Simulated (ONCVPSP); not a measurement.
# Ge: the cost of one run

The numbers are computed with ONCVPSP 4.0.1 (PBE, scalar-relativistic, spin-unpolarised reference atom).

## Step 1: Settings

Typed settings, in words:

| Quantity | Value |
| --- | --- |
| element | germanium (Ge, Z = 32) |
| type | optimised norm-conserving Vanderbilt (ONCV) |
| frozen core | [Ar] |
| valence charge | 14 |
| reference configuration | 3d10 4s2 4p2 |
| partial waves | 4s: rc 1.45 bohr, ncon 3, nbas 8, qcut 3.7 1/bohr, 3 projectors, debl 3.2 Ha; 4p: rc 2.00 bohr, ncon 4, nbas 8, qcut 4.3 1/bohr, 2 projectors, debl 1.5 Ha; 3d: rc 1.20 bohr, ncon 4, nbas 8, qcut 15.9 1/bohr, 2 projectors, debl 1.8 Ha |
| local potential | polynomial inside 1.15 bohr (lpopt 5, dvloc0 0 Ha) |
| core correction | Teter function, fcfact 3, rcfact 1.7 |

The nodes and maxima of the atom's own shells, from an earlier all-electron run, set the scale for the radii.

All-electron outer shells of the reference configuration (PBE, scalar-relativistic, ld1.x):

```json
{"shell": "3s", "level (eV)": "-168.49", "outermost node (bohr)": "0.26", "outermost maximum (bohr)": "0.54"}
{"shell": "3p", "level (eV)": "-115.62", "outermost node (bohr)": "0.23", "outermost maximum (bohr)": "0.54"}
{"shell": "3d", "level (eV)": "-29.31", "outermost node (bohr)": "–", "outermost maximum (bohr)": "0.50"}
{"shell": "4s", "level (eV)": "-11.73", "outermost node (bohr)": "0.77", "outermost maximum (bohr)": "1.75"}
{"shell": "4p", "level (eV)": "-3.90", "outermost node (bohr)": "0.82", "outermost maximum (bohr)": "2.22"}
```

## Step 2: Generation

Input file Ge.dat:

```
# ATOM AND REFERENCE CONFIGURATION
# atsym  z   nc   nv     iexc    psfile
  Ge 32.00    5    3        4      upf
#
#   n    l    f
    1    0    2.00
    2    0    2.00
    2    1    6.00
    3    0    2.00
    3    1    6.00
    3    2   10.00
    4    0    2.00
    4    1    2.00
#
# PSEUDOPOTENTIAL AND OPTIMIZATION
# lmax
    2
#
#   l,   rc,      ep,       ncon, nbas, qcut
    0    1.45    0.00    3    8    3.70
    1    2.00    0.00    4    8    4.30
    2    1.20    0.00    4    8   15.90
#
# LOCAL POTENTIAL
# lloc, lpopt,  rc(5),   dvloc0
    4    5    1.15    0.00
#
# VANDERBILT-KLEINMAN-BYLANDER PROJECTORs
# l, nproj, debl
    0    3    3.20
    1    2    1.50
    2    2    1.80
#
# MODEL CORE CHARGE
# icmod, fcfact, rcfact
    3    3.00    1.70
#
# LOG DERIVATIVE ANALYSIS
# epsh1, epsh2, depsh
   -3.00    5.00    0.02
#
# OUTPUT GRID
# rlmax, drl
    6.00    0.01
#
# TEST CONFIGURATIONS
# ncnf
    4
# nvcnf
#   n    l    f
    3
    3    2   10.00
    4    0    2.00
    4    1    1.00
#
    3
    3    2   10.00
    4    0    2.00
    4    1    0.00
#
    3
    3    2   10.00
    4    0    1.00
    4    1    0.00
#
    3
    3    2    9.00
    4    0    2.00
    4    1    3.00
#
```

The run is started by

```console
oncvpsp.x < Ge.dat > Ge.out
```

**Question.** How long does this run take on 1 thread of Intel Xeon Platinum 8488C, shared host?

About 4.4 s.
